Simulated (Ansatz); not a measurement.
**Ta4C3: properties at the relaxed cell**

One table from this session's results is given with a row withheld; the runs are named, their logs left out.

Method: DFT PBEsol, scalar-relativistic, plane waves, PAW, in Ansatz 0.2.0.

2 further runs of the same task are left out: 2 set aside as unsound or not needed.

## The system as given

It takes space group Pm-3m (No. 221, cubic). The conventional cell has a = 4.403 Å, b = 4.403 Å, c = 4.403 Å, α = 90.00°, β = 90.00°, γ = 90.00°. Ta (site symmetry 4/mmm) has 4 C at 2.20 Å in its first shell of neighbours. Around Ta (site symmetry m-3m) lie 6 C at 2.20 Å. Around C (site symmetry 4/mmm) lie 6 Ta at 2.20 Å.

Coordinates:

```xyz
7
Lattice="4.4026 0.0000 0.0000 0.0000 4.4026 0.0000 0.0000 0.0000 4.4026" Properties=species:S:1:pos:R:3 pbc="T T T"
Ta    0.0000    2.2013    2.2013
Ta    2.2013    0.0000    2.2013
Ta    2.2013    2.2013    0.0000
Ta    0.0000    0.0000    0.0000
C     2.2013    0.0000    0.0000
C     0.0000    2.2013    0.0000
C     0.0000    0.0000    2.2013
```

It goes back to an entry of the Materials Project, which need not be the stable form.

This cell was relaxed beforehand with the same method: volume 12.19 Å³/atom, gap on the mesh none (metal).

Set-up of the first run:

input.yaml reads:

```yaml
crystal:
  lattice:
    - [4.4026022057, 0.0, 0.0]
    - [0.0, 4.4026022057, 0.0]
    - [0.0, 0.0, 4.4026022057]
  atoms:
    - { symbol: Ta, position: [0.0, 0.5, 0.5] }
    - { symbol: Ta, position: [0.5, 0.0, 0.5] }
    - { symbol: Ta, position: [0.5, 0.5, 0.0] }
    - { symbol: Ta, position: [0.0, 0.0, 0.0] }
    - { symbol: C, position: [0.5, 0.0, 0.0] }
    - { symbol: C, position: [0.0, 0.5, 0.0] }
    - { symbol: C, position: [0.0, 0.0, 0.5] }
basis:
  ecutwfc: 420
kpoints:
  mp_grid: { grid: [8, 8, 8] }
  band_path:
    path:
      - [[0.0, 0.0, 0.0], [0.0, 0.5, 0.0], [0.5, 0.5, 0.0], [0.0, 0.0, 0.0], [0.5, 0.5, 0.5], [0.0, 0.5, 0.0]]
      - [[0.5, 0.5, 0.5], [0.5, 0.5, 0.0]]
    npoints: 14
hamiltonian:
  xc: pbesol
scf:
  occupations: { method: gaussian, width: 0.1 }
  n_extra_bands: 17
output:
  forces: true
  stress: true
  eigenvalues: true
  populations: true
  dos: { projected: true, de: 0.02, nscf_kmesh: { grid: [12, 12, 12] } }
  bader: true
  write_density: true
  write_potential: true
  elf: true
  volumetric_format: npy
```

Run with:

```sh
$ ansatz run input.yaml --threads 2 --pin off --max-ram 5120MiB --backend cpu --events-out ev --progress --plain --runs-dir out
```

Steps of the session up to this table: Static run: bands, density of states and charges; The cell as listed, for comparison; The cell scaled to 0.97 of its volume; Volume × 1.03; The cell scaled to 0.94 of its volume; Volume × 1.06; The cell scaled to 0.91 of its volume; The cell scaled to 1.10 of its volume; The cell scaled to 0.88 of its volume.

One of the session's tables, all rows but one given; the rest of the session is left out.

It belongs to the step «Energy against volume». 

```
volume (Å³/atom)  energy above the lowest point (meV/atom)  pressure (GPa)
          10.728                                     211.7           51.70
          11.094                                     112.6           35.65
          11.459                                      47.3           21.89
          11.825                                      11.2           10.10
          12.191                                       0.0            0.00
          12.556                                      10.2           -8.66
          12.922                                         ?               ?
          13.410                                     100.6          -24.31
```

Q: Estimate the row for volume (Å³/atom) = 12.922 from the others.

Worked estimate for «energy above the lowest point (meV/atom)». A straight line through the neighbours (12.556, 10.2) and (13.410, 100.6) gives 10.2 + (100.6 − 10.2) × (12.922 − 12.556) / (13.410 − 12.556) = 48.9; a parabola fitted to 3 rows on both sides gives 37.5.

As computed: energy above the lowest point (meV/atom): 38.6; pressure (GPa): -16.07. In «energy above the lowest point (meV/atom)» the line misses by +10.3 and the parabola by -1.1.
